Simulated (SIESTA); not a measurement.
## Cu3Sn under changes of volume

One of the cells (14.945 Å³/atom); the others are scaled copies at fixed shape and fractional positions:

```
Sn Cu
1.0
     0.00000    3.10344    3.10344
     3.10344    0.00000    3.10344
     3.10344    3.10344    0.00000
Sn Cu
1 3
Cartesian
  0.0000 0.0000 0.0000
  1.5517 1.5517 1.5517
  4.6552 4.6552 4.6552
  3.1034 3.1034 3.1034
```

The cell comes from a database or a generator and needn't be the stable form of this composition.

```yaml
Program: SIESTA 5.4.2
Functional: PBEsol
Potentials_or_basis: PseudoDojo 0.4 standard (PBEsol files)
Basis: DZP (energy shift 0.003 Ry; two zetas on semicore shells)
Grid_cutoff: 800 Ry
Energy_shift: 0.003 Ry
k_mesh: 8 × 8 × 8
Occupations: fermi-dirac, width 0.05 eV
Spin: no spin polarisation
```

```csv
volume (Å³/atom),energy over the lowest point (meV/atom),pressure (GPa)
13.773,0.21,1.5
14.066,0.00,-1.2
14.359,4.58,-3.6
14.945,24.77,-7.3
15.238,?,?
15.531,57.13,-10.2
```

Problem. What does the run at 15.238 Å³/atom give?

Solution. Energy over the lowest point 39.60 meV/atom; pressure -8.9 GPa.

Worked out: A Birch-Murnaghan fit of order 3 (a polynomial in V^(-2/3)) to the other rows has its minimum at 13.92 Å³/atom with B0 = V·E''(V) = 127 GPa and B' = 5.6. It gives 39.66 meV/atom at 15.238 Å³/atom, against the run's 39.60, and -dE/dV = -8.9 GPa, against -8.9.

Energies are extrapolated to zero smearing.

Caveats: short orbitals over semicore shells can move pressures by several GPa; the basis of atomic orbitals isn't converged, which shifts pressures, moduli and gaps.
